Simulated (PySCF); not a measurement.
**InCl: changing the method**

What do other methods print for InCl?

Program: PySCF 2.14.0. Level of theory: method and basis as typed in the scripts. These are calculated values, not measurements.

3 further runs of the same task are left out: 1 for a known fault of the program, 2 that didn't finish.

## (1) Where the work starts

InCl: 2 atoms, charge 0, spin multiplicity 1.

Bond lengths: In1–Cl2 2.360 Å.

## (2) The run that the others are compared with

File input.py:

```python
from pyscf import gto, dft

mol = gto.M(
    atom='In 0 0 0; Cl 0 0 2.36',
    basis='def2-svp',
    ecp={'In': 'def2-svp'},
    charge=0,
    spin=0,
    symmetry=True,
    verbose=4,
)
mf = dft.RKS(mol, xc='camb3lyp')
mf.kernel()
mf.dip_moment()
print('orbital energies (hartree):', mf.mo_energy[..., max(0, mol.nelec[1]-3):mol.nelec[0]+3].round(4))
```

The run is started by

```
$ python input.py
```

Its log is not repeated here.

Base result: E(SCF) = -650.253468 Eh, 10 cycles, μ = 2.70 D.

The bond length is a typed value, not an optimised one.

## (3) ROKS

Edit 1 changes SCF type: RKS → ROKS.

File input.py:

```python
from pyscf import gto, dft

mol = gto.M(
    atom='In 0 0 0; Cl 0 0 2.36',
    basis='def2-svp',
    ecp={'In': 'def2-svp'},
    charge=0,
    spin=0,
    symmetry=True,
    verbose=4,
)
mf = dft.ROKS(mol, xc='camb3lyp')
mf.kernel()
mf.dip_moment()
print('orbital energies (hartree):', mf.mo_energy[..., max(0, mol.nelec[1]-3):mol.nelec[0]+3].round(4))
```

The run is started by

```
$ python input.py
```

## (4) Geometry optimisation

Edit 2 changes step after the SCF: none → optimize.

input.py: that of step 2 with these lines changed.

```diff
@@ -1,2 +1,3 @@
 from pyscf import gto, dft
+from pyscf.geomopt.geometric_solver import optimize
 
@@ -13,3 +14,7 @@
 mf.kernel()
-mf.dip_moment()
+g = mf.nuc_grad_method()
+g.grid_response = True
+mol_eq = optimize(g.as_scanner(), maxsteps=30)
+print('optimised geometry (angstrom)')
+print(mol_eq.tostring('raw'))
 print('orbital energies (hartree):', mf.mo_energy[..., max(0, mol.nelec[1]-3):mol.nelec[0]+3].round(4))
```

## (5) O3lyp

Edit 3 changes functional: camb3lyp → o3lyp.

input.py: that of step 2 with these lines changed.

```diff
@@ -11,3 +11,3 @@
 )
-mf = dft.RKS(mol, xc='camb3lyp')
+mf = dft.RKS(mol, xc='o3lyp')
 mf.kernel()
```

Q: Predict the outcome of this session. Wanted: for each run, E(SCF); from base; gap; SCF dipole; after the SCF.

**Answer**, as computed:

```
                  run  E(SCF) (hartree)  from base (eV)  cycles  gap (eV)  SCF dipole (D)            after the SCF
                 base       -650.253468               0      10      7.48            2.70                      n/a
                 ROKS       -650.253468          0.0000      10       n/a            2.70                      n/a
geometry optimisation       -650.253468          0.0000      10      7.48             n/a  bond 2.422 Å, -0.023 eV
                o3lyp       -650.483748  not comparable       9      4.61            2.71                      n/a
```

SCF columns refer to the geometry typed in the script.

With ROKS the SCF ends at the base energy. Total energies of different functionals can't be compared with each other; differences within one functional can. The dearest run is “geometry optimisation”, at 12 s against 3.1 s.
